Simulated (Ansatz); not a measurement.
# BaSn5: the cost of one run

Computed with Ansatz 0.2.0, driven from Python. Level of theory: DFT PBEsol, plane waves, PAW.

## (1) The structure

The structure is hexagonal, space group P6/mmm (No. 191). Conventional cell: a = 5.387 Å, b = 5.387 Å, c = 7.313 Å, α = 90.00°, β = 90.00°, γ = 120.00°. Ba (site symmetry 6/mmm) is surrounded by 14 Sn at 3.66 to 3.79 Å. Sn (site symmetry 3m) is surrounded by 4 Sn at 2.98 to 3.11 Å. Sn (site symmetry 6/mmm) has 12 Sn at 3.45 Å and 2 Ba at 3.66 Å as nearest neighbours.

The script holds or builds the structure itself.

## (2) The script

basn5.py

```python
import ansatz as az
from ase.eos import EquationOfState
from ase.units import GPa
import numpy as np

vectors0 = np.array([
    [5.38734632, 0.0, 0.0],
    [-2.69367316, 4.66557878, 0.0],
    [0.0, 0.0, 7.31305726],
])
sites = [
    ("Ba", (0.0, 0.0, 0.5)),
    ("Sn", (2 / 3, 1 / 3, 0.79599496)),
    ("Sn", (0.0, 0.0, 0.0)),
    ("Sn", (2 / 3, 1 / 3, 0.20400504)),
    ("Sn", (1 / 3, 2 / 3, 0.20400504)),
    ("Sn", (1 / 3, 2 / 3, 0.79599496)),
]


def crystal_on(cell):
    crystal = az.Crystal(lattice=az.Lattice.of(cell))
    for symbol, position in sites:
        crystal = crystal.atom(symbol, position)
    return crystal


def main() -> None:
    volumes, energies = [], []
    for scale in np.linspace(0.88, 1.12, 7):
        cell = vectors0 * scale ** (1 / 3)
        setup = (
            crystal_on(cell).calculation()
            .functional(az.Functional.PBESOL)
            .basis(450)
            .occupations("cold", width=0.1)
            .kpoints(6, 6, 4)
        )
        report = setup.run(threads=1).report
        volumes.append(abs(np.linalg.det(cell)) / len(sites))
        energies.append(report["free_energy_ev"] / len(sites))
        print(f"V = {volumes[-1]:8.4f} A^3/atom  F = {energies[-1]:.5f} eV/atom")

    eos = EquationOfState(volumes, energies, eos="murnaghan")
    v0, e0, bulk = eos.fit()
    print(f"V0 = {v0:.4f} A^3/atom, E0 = {e0:.5f} eV/atom, B = {bulk / GPa:.1f} GPa")


if __name__ == "__main__":
    main()
```

## (3) What the engine is handed

The package turns the script's settings into the engine's input (first run):

```yaml
crystal:
  lattice:
    - [5.162607626904423, 0.0, 0.0]
    - [-2.5813038134522115, 4.470949362236552, 0.0]
    - [0.0, 0.0, 7.007985554280231]
  atoms:
    - { symbol: Ba, position: [0.0, 0.0, 0.5] }
    - { symbol: Sn, position: [0.6666666666666666, 0.3333333333333333, 0.79599496] }
    - { symbol: Sn, position: [0.0, 0.0, 0.0] }
    - { symbol: Sn, position: [0.6666666666666666, 0.3333333333333333, 0.20400504] }
    - { symbol: Sn, position: [0.3333333333333333, 0.6666666666666666, 0.20400504] }
    - { symbol: Sn, position: [0.3333333333333333, 0.6666666666666666, 0.79599496] }
basis:
  ecutwfc: 450.0
kpoints:
  mp_grid:
    grid: [6, 6, 4]
hamiltonian:
  xc: pbesol
scf:
  occupations:
    method: cold
    width: 0.1
```

## (4) Running it

Started as:

```sh
python basn5.py
```

**Question.** How long does this script take on 1 thread of Arm Neoverse V1, shared host, and how much memory does it need?

About 76 s, with a peak of 0.59 GiB.
